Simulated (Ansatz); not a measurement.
**CHGeO (quartet): from Hartree-Fock to the top rungs, cc-pVDZ**

An exercise on one series of results from a longer session: the logs are not shown, and one member is left open.

Program: Ansatz 0.2.0, Gaussian basis. Level of theory: cc-pVDZ, core rule «outside noble gas», up to 16 orbitals frozen. These are calculated values, not measurements.

To be run: UHF; CCSD(T) on ROHF; CCSD(T) on UHF; BCCD(T) on ROHF; CISD as a restricted active space (open shells left free, so some higher excitations enter); CCSDT(Q) on ROHF; CCSDT(Q) on UHF.

22 further runs of the same task are left out: 8 that didn't finish, 14 set aside as unsound or not needed. Runs told in other sessions of the task aren't counted.

### What is computed

The geometry is a PBE0/def2-TZVP stationary point (not a proven minimum) of the parent state, kept for this charge and spin. No spin-orbit coupling is included. The filled d shell of Ge may be among the frozen orbitals whatever the setting's name suggests.

4 atoms, charge 0, spin multiplicity 4.

Atoms are counted from 1 here; the program's logs count them from 0.

Bond lengths: C1–O2 1.126 Å, Ge3–H4 1.600 Å.

The first run:

Contents of in.yaml:

```yaml
crystal:
  periodic: [false, false, false]
  atoms:
    - {symbol: C, position_ang: [0.000000, -0.012354, 2.913288]}
    - {symbol: O, position_ang: [0.000000, 0.034705, 1.788286]}
    - {symbol: Ge, position_ang: [0.000000, -0.027169, -0.866924]}
    - {symbol: H, position_ang: [0.000000, 1.554329, -0.623801]}
basis:
  gaussian: {orbitals: cc-pVDZ}
magnetization: {spin_polarized: true, initial_magnetization: 3}
hamiltonian: {xc: hf}
output: {orbitals: {seedname: orbitals}}
```

Launch:

```sh
ansatz run in.yaml --threads 1 --pin off --events-out ev --progress --plain --max-ram 2393MiB
```

Steps of the session up to this table: UHF; CCSD(T) on ROHF; CCSD(T) on UHF; BCCD(T) on ROHF; CISD as a restricted active space (open shells left free, so some higher excitations enter); CCSDT(Q) on ROHF; CCSDT(Q) on UHF.

One table of the session follows, with a row left open; its other results are not shown here.

| method | from RCCSDT(Q) (meV) |
| --- | --- |
| ROHF | ? |
| UHF | +10183.8 |
| RMP2 | +1039.3 |
| UMP2 | +1011.9 |
| CISD | +1352.3 |
| RCCSD | +391.5 |
| UCCSD | +369.0 |
| RCCSD(T) | +51.3 |
| UCCSD(T) | +31.0 |
| BCCD(T) | +48.7 |
| RCCSDT | +26.3 |
| UCCSDT | +6.1 |
| RCCSDT(Q) | 0 |
| UCCSDT(Q) | -24.4 |

Q: Estimate the row for ROHF from the others.

The run gave: from RCCSDT(Q) (meV): +10257.6. In the column «from RCCSDT(Q) (meV)» it is the highest.

Caveats from the session: Restricted and unrestricted rows rest on different reference determinants; a gap between their highest levels can come from leftover correlation error, from unlike frozen cores or from another state.
